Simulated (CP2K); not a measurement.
A run of CP2K 2026.2 is set up as follows.

hfh4_workfunction.inp

```
&GLOBAL
  PROJECT hfh4_workfunction
  RUN_TYPE ENERGY_FORCE
  PRINT_LEVEL LOW
&END GLOBAL
&FORCE_EVAL
  METHOD QS
  &DFT
    BASIS_SET_FILE_NAME BASIS_MOLOPT_UZH
    POTENTIAL_FILE_NAME POTENTIAL_UZH
    &MGRID
      CUTOFF 550
      REL_CUTOFF 60
      NGRIDS 4
    &END MGRID
    &QS
      METHOD GPW
      EPS_DEFAULT 1.0E-10
    &END QS
    &KPOINTS
      SCHEME MONKHORST-PACK 4 4 1
      GAMMA_CENTERED T
      SYMMETRY T
      SYMMETRY_BACKEND SPGLIB
    &END KPOINTS
    &SCF
      SCF_GUESS ATOMIC
      EPS_SCF 1.0E-6
      MAX_SCF 100
      ADDED_MOS 19
      CHOLESKY OFF
      EPS_EIGVAL 1.0E-7
      &DIAGONALIZATION ON
        ALGORITHM STANDARD
      &END DIAGONALIZATION
      &MIXING ON
        METHOD BROYDEN_MIXING
        ALPHA 0.2
        BETA 1.5
        NBUFFER 8
      &END MIXING
      &SMEAR ON
        METHOD FERMI_DIRAC
        ELECTRONIC_TEMPERATURE [K] 580.226
      &END SMEAR
    &END SCF
    &XC
      &XC_FUNCTIONAL
        &GGA_X_PBE
        &END GGA_X_PBE
        &GGA_C_PBE
        &END GGA_C_PBE
      &END XC_FUNCTIONAL
    &END XC
    &PRINT
      &KPOINTS ON
      &END KPOINTS
      &MULLIKEN ON
      &END MULLIKEN
      &MO ON
        ENERGIES T
        OCCUPATION_NUMBERS T
        &EACH
          QS_SCF 0
        &END EACH
        ADD_LAST NUMERIC
      &END MO
      &LOWDIN ON
      &END LOWDIN
      &HIRSHFELD ON
        SHAPE_FUNCTION DENSITY
      &END HIRSHFELD
      &E_DENSITY_CUBE ON
        STRIDE 2
      &END E_DENSITY_CUBE
      &V_HARTREE_CUBE ON
        STRIDE 2
      &END V_HARTREE_CUBE
      &ELF_CUBE ON
        STRIDE 2
      &END ELF_CUBE
    &END PRINT
  &END DFT
  &SUBSYS
    &CELL
      A 6.5863200000 0.0000000000 0.0000000000
      B 0.0000000000 6.5863200000 0.0000000000
      C 0.0000000000 0.0000000000 28.0592400000
      PERIODIC XYZ
    &END CELL
    &COORD
      SCALED
      Hf  0.5000000000 0.5000000000 0.2851100000
      H   0.2724200000 0.5000000000 0.3228700000
      H   0.7275800000 0.5000000000 0.3228700000
      H   0.5000000000 0.7275800000 0.2473500000
      H   0.5000000000 0.2724200000 0.2473500000
    &END COORD
    &KIND Hf
      BASIS_SET TZVP-MOLOPT-PBE-GTH-q12
      POTENTIAL GTH-PBE-q12
    &END KIND
    &KIND H
      BASIS_SET TZVP-MOLOPT-PBE-GTH-q1
      POTENTIAL GTH-PBE-q1
    &END KIND
    &PRINT
      &ATOMIC_COORDINATES ON
      &END ATOMIC_COORDINATES
      &CELL ON
      &END CELL
    &END PRINT
  &END SUBSYS
  &PRINT
    &FORCES ON
    &END FORCES
  &END PRINT
&END FORCE_EVAL
```

Potentials or basis: POTENTIAL_UZH Hf GTH-PBE-q12, H GTH-PBE-q1; TZVP-MOLOPT-PBE-GTH basis.

The run is started by

```sh
$ OMP_NUM_THREADS=1 mpirun -n 2 cp2k.psmp -i hfh4_workfunction.inp -o hfh4_workfunction.out
```

Problem. What does it give for the Mulliken charges?

Solution. Hf +0.76; H -0.19 e.

Problem. Estimate the Hirshfeld charges.

Solution. Hf +0.76; H -0.19 e.

Problem. What does it give for the band gap on the k mesh?

Solution. 4.01 eV, direct.

Problem. Estimate the work function of the upper face.

Solution. 4.76 eV.

Forces in eV/Å, atoms in the order of the input:
```
Hf   0.000  0.000 -0.008
H    0.075  0.000 -0.056
H   -0.075  0.000 -0.056
H    0.000 -0.075  0.056
H    0.000  0.075  0.056
```

Caveat: with a gap the Fermi level, and so the work function, lies anywhere in the gap; spin-orbit coupling is left out, which moves the levels of the heavy elements; the basis of atomic orbitals isn't converged, which shifts pressures, moduli and gaps.
